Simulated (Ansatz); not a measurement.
**ZrBrF3: shape, modes and thermochemistry**

What shape does ZrBrF3 take? The plan is to relax it, then compute its harmonic vibrations to see whether it is a minimum and to get the zero-point energy and entropy, and look at its orbitals and charge.

Computed with Ansatz 0.2.0, Gaussian basis. Level: RKS PBE0-D4/def2-TZVP.

The runs, in order: relaxation at PBE-D4/def2-SVP; relaxation at PBE0-D4/def2-TZVP; harmonic vibrations at the same level; a single point in def2-TZVPP for the fields.

## Step 1: The system as given

SMILES `[F][Zr]([F])([F])[Br]`, 5 atoms, charge 0, spin multiplicity 1.

Atoms are counted from 1 here; the program's logs count them from 0.

Bond lengths: F1–Zr2 2.081 Å, Zr2–F3 2.071 Å, Zr2–F4 2.322 Å, Zr2–Br5 2.847 Å. Angles: F1–Zr2–F3 107.3°, F1–Zr2–F4 99.7°, F1–Zr2–Br5 103.9°, F3–Zr2–F4 114.2°, F3–Zr2–Br5 126.4°, F4–Zr2–Br5 101.7°.

The start is a force-field geometry with small random shifts, so a cheaper pass at PBE-D4/def2-SVP comes first. Zr takes the def2 core potential; no spin-orbit term is included.

## Step 2: Optimising with PBE-D4/def2-SVP (cheap first pass)

File in.yaml:

```yaml
crystal:
  periodic: [false, false, false]
  atoms:
    - {symbol: F, position_ang: [-0.868600, -0.369300, 1.771200]}
    - {symbol: Zr, position_ang: [0.227900, -0.108200, 0.021800]}
    - {symbol: F, position_ang: [2.054800, -1.043600, 0.295200]}
    - {symbol: F, position_ang: [-1.176400, -1.180400, -1.484500]}
    - {symbol: Br, position_ang: [-0.187900, 2.627900, -0.645200]}
basis:
  gaussian: {orbitals: def2-SVP}
hamiltonian: {xc: pbe, dispersion: d4}
relax: {f_tol: 0.03, max_steps: 200}
```

Command:

```
$ ansatz run in.yaml --threads 4 --pin off --events-out ev --progress --plain --max-ram 10444MiB
```

The program printed, cut to the lines that bear on the results:

```text
Functional definition: PBE
  name "PBE"
  cite "Perdew, Burke & Ernzerhof, Phys. Rev. Lett. 77, 3865 (1996) doi:10.1103/PhysRevLett.77.3865"
  parent pbe
[...]
1067 factors; their error is unknown
[...]
mean field -79451.20666906 eV, -2919.7779911258 hartree, gradient 6.8e-5 eV, S^2 0.000000; 0 other end points of the search recorded, 0 dependent functions left out
[...]
reference -79451.20674479 eV, -2919.7779939090 hartree; 37, 37 occupied and 68, 68 virtual orbitals, 1067 factors
relax step   1: F+E_penalty+E_count = -79451.30727677 eV  Δ(F+E_penalty+E_count) = +0.000e0 eV  max|allowed force component| = 3.148e0 eV/Å  Δτ_max = 0.0000 Å  (31 SCF iters, accepted)
[...]
relax step   5: F+E_penalty+E_count = -79454.12898741 eV  Δ(F+E_penalty+E_count) = -7.657e-3 eV  max|allowed force component| = 9.569e-2 eV/Å  Δτ_max = 0.0431 Å  (29 SCF iters, accepted)
[...]
relax step   6: F+E_penalty+E_count = -79454.12976529 eV  Δ(F+E_penalty+E_count) = -7.779e-4 eV  max|allowed force component| = 5.269e-3 eV/Å  Δτ_max = 0.0100 Å  (29 SCF iters, accepted)
1067 factors; their error is unknown
[...]
mean field -79454.01383474 eV, -2919.8811525619 hartree, gradient 9.9e-6 eV, S^2 0.000000; 1 other end points of the search recorded, 0 dependent functions left out
[...]
reference -79454.01390687 eV, -2919.8811552127 hartree; 37, 37 occupied and 68, 68 virtual orbitals, 1067 factors
Total energy: -79454.12983742 eV, -2919.8854155817 hartree
Atom 0 at    -0.841142    -0.375988     1.701097 Å, force    -0.000849    -0.002518     0.001978 eV/Å
Atom 1 at     0.010312    -0.125347     0.019148 Å, force    -0.001920     0.004580    -0.005269 eV/Å
Atom 2 at     1.797040    -0.768530     0.125484 Å, force    -0.001323    -0.002262    -0.000666 eV/Å
Atom 3 at    -0.930072    -1.112605    -1.306859 Å, force     0.002713    -0.003857     0.003320 eV/Å
Atom 4 at     0.013662     2.308870    -0.580371 Å, force     0.001380     0.004057     0.000637 eV/Å
Dipole moment:     0.000706    -0.026339     0.006803 e Å
```

It took 9 s on 4 threads of Arm Neoverse V2, shared host.

The steps of the relaxation:

```
step  energy from step 1 (eV)  largest force component (eV/Å)
   1                   0.0000                          3.1477
   2                  -2.0935                          2.0270
   3                  -2.6561                          1.9081
   4                  -2.8141                          0.3129
   5                  -2.8217                          0.0957
   6                  -2.8225                          0.0053
```

Close pairs (by a distance rule), those that changed most:

```
   bond  before (Å)  after (Å)  change (Å)
 Zr2–F4       2.322      1.902      -0.420
Zr2–Br5       2.847      2.507      -0.340
 F1–Zr2       2.081      1.902      -0.179
 Zr2–F3       2.071      1.902      -0.169
```

## Step 3: Optimising with PBE0-D4/def2-TZVP

File in.yaml:

```yaml
crystal:
  periodic: [false, false, false]
  atoms:
    - {symbol: F, position_ang: [-0.841142, -0.375988, 1.701097]}
    - {symbol: Zr, position_ang: [0.010312, -0.125347, 0.019148]}
    - {symbol: F, position_ang: [1.797040, -0.768530, 0.125484]}
    - {symbol: F, position_ang: [-0.930072, -1.112605, -1.306859]}
    - {symbol: Br, position_ang: [0.013662, 2.308870, -0.580371]}
basis:
  gaussian: {orbitals: def2-TZVP}
hamiltonian: {xc: pbe0, dispersion: d4}
relax: {f_tol: 0.005, max_steps: 150}
```

Same command.

The program printed, cut to the lines that bear on the results:

```text
Functional definition: PBE0
  name "PBE0"
  cite "Adamo & Barone, J. Chem. Phys. 110, 6158 (1999) doi:10.1063/1.478522"
  cite "Perdew, Burke & Ernzerhof, Phys. Rev. Lett. 77, 3865 (1996) doi:10.1103/PhysRevLett.77.3865"
  parent pbe
[...]
1280 factors; their error is unknown
[...]
mean field -79474.08816007 eV, -2920.6188704109 hartree, gradient 4.8e-5 eV, S^2 0.000000; 0 other end points of the search recorded, 0 dependent functions left out
[...]
reference -79474.08821312 eV, -2920.6188723602 hartree; 37, 37 occupied and 144, 144 virtual orbitals, 1280 factors
relax step   1: F+E_penalty+E_count = -79474.18840412 eV  Δ(F+E_penalty+E_count) = +0.000e0 eV  max|allowed force component| = 4.549e-1 eV/Å  Δτ_max = 0.0000 Å  (28 SCF iters, accepted)
[...]
1280 factors; their error is unknown
mean field -79474.10039977 eV, -2920.6193202113 hartree, gradient 1.1e-5 eV, S^2 0.000000; 1 other end points of the search recorded, 0 dependent functions left out
[...]
reference -79474.10045258 eV, -2920.6193221523 hartree; 37, 37 occupied and 144, 144 virtual orbitals, 1280 factors
Total energy: -79474.20137988 eV, -2920.6230311622 hartree
Atom 0 at    -0.833463    -0.376914     1.686002 Å, force     0.001270    -0.000039    -0.002392 eV/Å
Atom 1 at     0.009752    -0.123398     0.018412 Å, force     0.000011    -0.002587     0.000470 eV/Å
Atom 2 at     1.779598    -0.765728     0.124450 Å, force    -0.002869     0.000593    -0.000107 eV/Å
Atom 3 at    -0.920618    -1.108644    -1.293033 Å, force     0.001564     0.001128     0.002233 eV/Å
Atom 4 at     0.014531     2.301085    -0.577332 Å, force     0.000023     0.000904    -0.000204 eV/Å
Dipole moment:    -0.000001    -0.003751     0.000942 e Å
```

Run time: 18 s. Hardware: 4 threads of Arm Neoverse V2, shared host; peak memory 0.47 GiB.

The steps of the relaxation:

```
step  energy from step 1 (eV)  largest force component (eV/Å)
   1                   0.0000                          0.4549
   2                  -0.0108                          0.2355
   3                  -0.0129                          0.0215
   4                  -0.0129                          0.0029
```

Close pairs (by a distance rule), those that changed most:

```
   bond  before (Å)  after (Å)  change (Å)
 Zr2–F3       1.902      1.886      -0.016
 Zr2–F4       1.902      1.886      -0.016
 F1–Zr2       1.902      1.886      -0.016
Zr2–Br5       2.507      2.497      -0.010
```

Mulliken charges of the relaxed molecule (report file):

```
atom  value (e)
  F1      -0.43
 Zr2       1.69
  F3      -0.43
  F4      -0.43
 Br5      -0.39
```

## Step 4: Harmonic vibrations

File in.yaml:

```yaml
crystal:
  periodic: [false, false, false]
  atoms:
    - {symbol: F, position_ang: [-0.833463, -0.376914, 1.686002]}
    - {symbol: Zr, position_ang: [0.009752, -0.123398, 0.018412]}
    - {symbol: F, position_ang: [1.779598, -0.765728, 0.124450]}
    - {symbol: F, position_ang: [-0.920618, -1.108644, -1.293033]}
    - {symbol: Br, position_ang: [0.014531, 2.301085, -0.577332]}
basis:
  gaussian: {orbitals: def2-TZVP}
hamiltonian: {xc: pbe0, dispersion: d4}
phonons: {temperatures: {t_min: 298.15, t_max: 900, t_step: 200}}
```

The command is unchanged.

The program printed, cut to the lines that bear on the results:

```text
Functional definition: PBE0
  name "PBE0"
  cite "Adamo & Barone, J. Chem. Phys. 110, 6158 (1999) doi:10.1063/1.478522"
  cite "Perdew, Burke & Ernzerhof, Phys. Rev. Lett. 77, 3865 (1996) doi:10.1103/PhysRevLett.77.3865"
  parent pbe
[...]
1280 factors; their error is unknown
[...]
mean field -79474.10039973 eV, -2920.6193202101 hartree, gradient 5.5e-5 eV, S^2 0.000000; 0 other end points of the search recorded, 0 dependent functions left out
[...]
reference -79474.10045255 eV, -2920.6193221510 hartree; 37, 37 occupied and 144, 144 virtual orbitals, 1280 factors
[...]
1280 factors; their error is unknown
mean field -79474.10037163 eV, -2920.6193191775 hartree, gradient 8.5e-7 eV, S^2 0.000000; 0 other end points of the search recorded, 0 dependent functions left out
[...]
reference -79474.10042444 eV, -2920.6193211182 hartree; 37, 37 occupied and 144, 144 virtual orbitals, 1280 factors
[...]
1280 factors; their error is unknown
[...]
mean field -79474.10040651 eV, -2920.6193204591 hartree, gradient 8.5e-7 eV, S^2 0.000000; 0 other end points of the search recorded, 0 dependent functions left out
[...]
reference -79474.10045932 eV, -2920.6193224000 hartree; 37, 37 occupied and 144, 144 virtual orbitals, 1280 factors
Total energy: -79474.20137985 eV, -2920.6230311610 hartree
Atom 0 at    -0.833463    -0.376914     1.686002 Å, force     0.001267    -0.000039    -0.002384 eV/Å
Atom 1 at     0.009752    -0.123398     0.018412 Å, force     0.000006    -0.002600     0.000455 eV/Å
Atom 2 at     1.779598    -0.765728     0.124450 Å, force    -0.002868     0.000593    -0.000107 eV/Å
Atom 3 at    -0.920618    -1.108644    -1.293033 Å, force     0.001571     0.001135     0.002242 eV/Å
Atom 4 at     0.014531     2.301085    -0.577332 Å, force     0.000024     0.000911    -0.000205 eV/Å
Dipole moment:    -0.000001    -0.003750     0.000942 e Å
Vibrations: 114.99 114.99 156.25 169.67 169.69 308.82 683.61 690.36 690.36 cm⁻¹, zero-point energy 0.192098 eV
```

It took 77 s on 4 threads of Arm Neoverse V2, shared host; peak memory 0.47 GiB.

Motions are named by where the mode's potential energy lies. Wavenumbers, unscaled:

```
mode  cm⁻¹         motion
   1   115           bend
   2   115           bend
   3   156           bend
   4   170           bend
   5   170           bend
   6   309  Zr–Br stretch
   7   684   Zr–F stretch
   8   690   Zr–F stretch
   9   690   Zr–F stretch
```

Ideal gas, rigid rotor and harmonic oscillator at 298.15 K and 1 bar, with symmetry number 3:

```
                term            value
   zero-point energy      18.5 kJ/mol
          H(298) − E      39.0 kJ/mol
entropy, translation  176.6 J/(mol K)
   entropy, rotation  112.5 J/(mol K)
  entropy, vibration   67.6 J/(mol K)
      entropy, total  356.8 J/(mol K)
```

## Step 5: Orbitals, density and potential

in.yaml, as its differences from that of step 4:

```diff
@@ -9,4 +9,4 @@
 basis:
-  gaussian: {orbitals: def2-TZVP}
+  gaussian: {orbitals: def2-TZVPP}
 hamiltonian: {xc: pbe0, dispersion: d4}
-phonons: {temperatures: {t_min: 298.15, t_max: 900, t_step: 200}}
+output: {orbitals: {seedname: orbitals}}
```

Same command.

The program printed:

```text
Functional definition: PBE0
  name "PBE0"
  cite "Adamo & Barone, J. Chem. Phys. 110, 6158 (1999) doi:10.1063/1.478522"
  cite "Perdew, Burke & Ernzerhof, Phys. Rev. Lett. 77, 3865 (1996) doi:10.1103/PhysRevLett.77.3865"
  parent pbe
  parameter a = 0.25
  parameter kappa = 0.804
  parameter beta = 0.06672455060314922
  exchange = (1 - a)*pbe_x(kappa = kappa, mu = beta*pi^2/3) + a*exact_x
  correlation = pbe_c(beta = beta)
1271 factors; their error is unknown
mean field evaluation 1: about -79467.5649 eV, gradient 6.5e1 eV
mean field evaluation 2: about -79434.9236 eV, gradient 1.6e2 eV
mean field evaluation 4: about -79473.7432 eV, gradient 4.4e0 eV
mean field evaluation 8: about -79474.2890 eV, gradient 4.1e-1 eV
mean field -79474.28912463 eV, -2920.6262557223 hartree, gradient 5.2e-5 eV, S^2 0.000000; 0 other end points of the search recorded, 0 dependent functions left out
reference -79474.28917602 eV, -2920.6262576107 hartree; 37, 37 occupied and 160, 160 virtual orbitals, 1271 factors
Total energy: -79474.39010332 eV, -2920.6299666207 hartree
```

It took 2.5 s on 4 threads of Arm Neoverse V2, shared host; peak memory 0.51 GiB.

The fields below are evaluated on a grid from the run's orbitals.

Frontier orbitals at PBE0-D4/def2-TZVPP, with the share of their density that lies nearest to each atom:

```
orbital  energy (eV)                     lies on
 HOMO-1        -9.25                    Br5 93 %
   HOMO        -9.25                    Br5 93 %
   LUMO        -1.83  Zr2 68 %; Br5 11 %; F1 9 %
```

ELF in a plane through or near 2 of the atoms.

Ten even steps from ' ' (0.00) to '@' (0.83):
```
                                                        
                                                        
                                                        
                            ........                    
                          ::--====--::                  
        ..----==--::      --**####**==..                
      ::==####%%##**--    ::++%%%%##++..                
    ..++##@@@@@@@@@@##..  ....--====--..                
    ::##@@@@**==++@@%%::++@@@@**--..                    
  ..--%%@@**==%%**##%%--%%++..@@@@..                    
  ..--%%@@**==%%++##%%--%%++::@@@@..                    
    ::##@@@@**==++@@%%::++@@@@**--                      
    ..++##@@@@@@@@@@##..  ::::::----::                  
      ::==####%%##**==    ..--**##++--..                
        ..----====::      ::==****==::                  
                          ..::----::..                  
                                                        
                                                        
                                                        
                                                        
```
The map spans 10.0 Å across and 8.3 Å up, centred on the molecule. Atoms in the plane (x, y in Å): Zr2 (0.1, 0.0), Br5 (-2.4, 0.0).

On the surface of density 0.002 e/bohr³ the electrostatic potential runs, from the 1st to the 99th percentile, from -0.62 V near F4 to 3.88 V near Zr2.

## Step 6: Results

```
                  quantity            value
               point group              C3v
                     steps            6 + 4
shift from the start (rms)          0.316 Å
              total energy   -79474.2014 eV
           dispersion term         -101 meV
             dipole moment           0.02 D
lowest, highest wavenumber    115, 690 cm⁻¹
         zero-point energy      18.5 kJ/mol
       entropy at 298.15 K  356.8 J/(mol K)
                HOMO, LUMO  -9.25, -1.83 eV
```

What this shows: The relaxed geometry lies 0.32 Å (rms) from the start; the bond that changed most is Zr2–F4, from 2.322 to 1.886 Å. No mode is imaginary: a true minimum at this level. The stiffest mode, 690 cm⁻¹, is a Zr–F stretch, and 5 modes under 200 cm⁻¹ make the vibrational entropy uncertain. The largest Mulliken charge, +1.69 e, sits on Zr2. The HOMO lies mostly on Br5 93 % and the LUMO on Zr2 68 %; Br5 11 %.
